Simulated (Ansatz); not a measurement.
**FH5HfN2O: one species, many methods**

An exercise on one series of results from a longer session: the logs are not shown, and one member is left open.

Computed with Ansatz 0.2.0, Gaussian basis. Level: functionals in def2-TZVPP, the program's frozen cores in correlated methods.

Levels to be run: LDA (SPW92), PBE-D4, revPBE-D4, BLYP-D4, r2SCAN-D4, B97M-V, PBE0-D4, B3LYP-D4, r2SCANh-D4, r2SCAN0-D4, HSE06-D4, BHLYP-D4, CAM-B3LYP-D4, LC-ωPBE, ωB97X-V, ωB97M-V, B2PLYP, PBE-QIDH; CCSD(T)/def2-SVP; CCSD(T)/def2-TZVPP; MP2/def2-QZVPP; extrapolation to the limit; RPA on PBE.

2 further runs of the same task are left out: 2 for a known fault of the program.

### The relaxed structure

All runs share one geometry, relaxed beforehand with PBE0-D4 in a triple-zeta def2 set. Hf takes the def2 core potential; no spin-orbit term is included.

10 atoms, charge 0, spin multiplicity 1.

Atoms are counted from 1 here; the program's logs count them from 0.

Bond lengths: N1–Hf2 2.034 Å, N1–H6 1.010 Å, N1–H7 1.010 Å, Hf2–N3 2.038 Å, Hf2–O4 1.934 Å, Hf2–F5 1.928 Å, N3–H8 1.010 Å, N3–H9 1.010 Å, O4–H10 0.953 Å. Angles: Hf2–N1–H6 125.3°, Hf2–N1–H7 125.7°, H6–N1–H7 108.7°, N1–Hf2–N3 106.3°, N1–Hf2–O4 106.7°, N1–Hf2–F5 113.2°, N3–Hf2–O4 112.8°, N3–Hf2–F5 106.7°, O4–Hf2–F5 111.1°, Hf2–N3–H8 125.3°, Hf2–N3–H9 125.9°, H8–N3–H9 108.7°, Hf2–O4–H10 150.1°.

The first run:

File in.yaml:

```yaml
crystal:
  periodic: [false, false, false]
  atoms:
    - {symbol: N, position_ang: [-1.352325, 0.665996, 1.006236]}
    - {symbol: Hf, position_ang: [0.260096, 0.446111, -0.214310]}
    - {symbol: N, position_ang: [1.181600, -1.278716, 0.358525]}
    - {symbol: O, position_ang: [-0.419823, 0.368299, -2.022672]}
    - {symbol: F, position_ang: [1.559084, 1.857195, -0.020304]}
    - {symbol: H, position_ang: [-2.316986, 0.648003, 0.707329]}
    - {symbol: H, position_ang: [-1.321296, 0.918908, 1.984063]}
    - {symbol: H, position_ang: [0.759958, -2.009958, 0.912456]}
    - {symbol: H, position_ang: [2.135688, -1.538557, 0.150619]}
    - {symbol: H, position_ang: [-0.485995, -0.077291, -2.861932]}
basis:
  gaussian: {orbitals: def2-TZVPP}
hamiltonian: {xc: lda}
output: {orbitals: {seedname: orbitals}}
```

The run is started by

```bash
ansatz run in.yaml --threads 4 --pin off --events-out ev --progress --plain --max-ram 10444MiB
```

Steps of the session up to this table: LDA; PBE-D4 (GGA); revPBE-D4 (GGA); BLYP-D4 (GGA); r2SCAN-D4 (meta-GGA); B97M-V (meta-GGA); B3LYP-D4 (hybrid); r2SCANh-D4 (hybrid); r2SCAN0-D4 (hybrid); HSE06-D4 (hybrid); BHLYP-D4 (hybrid); CAM-B3LYP-D4 (range-separated); LC-ωPBE (range-separated); ωB97X-V (range-separated); ωB97M-V (range-separated); B2PLYP (double hybrid); PBE-QIDH (double hybrid).

One table of the session follows, with a row left open; its other results are not shown here.

It belongs to the step «Frontier levels by functional». 

```
  functional  HOMO (eV)  gap (eV)
 LDA (SPW92)      -5.97      4.99
      PBE-D4      -5.76      4.96
   revPBE-D4      -5.68      4.97
     BLYP-D4      -5.64      4.82
   r2SCAN-D4      -6.06      5.73
      B97M-V      -6.10      5.37
     PBE0-D4      -7.18      7.08
    B3LYP-D4      -6.94      6.51
  r2SCANh-D4      -6.59      6.53
  r2SCAN0-D4      -7.40      7.63
    HSE06-D4      -6.77      6.32
    BHLYP-D4      -8.50      8.89
CAM-B3LYP-D4          ?         ?
     LC-ωPBE     -10.04     11.76
     ωB97X-V      -9.65     11.17
     ωB97M-V      -9.55     10.60
```

**Question.** Estimate the row for CAM-B3LYP-D4.

The run gave: HOMO (eV): -8.62; gap (eV): 9.17. In the column «HOMO (eV)» it lies between ωB97M-V (-9.55) and BHLYP-D4 (-8.50).
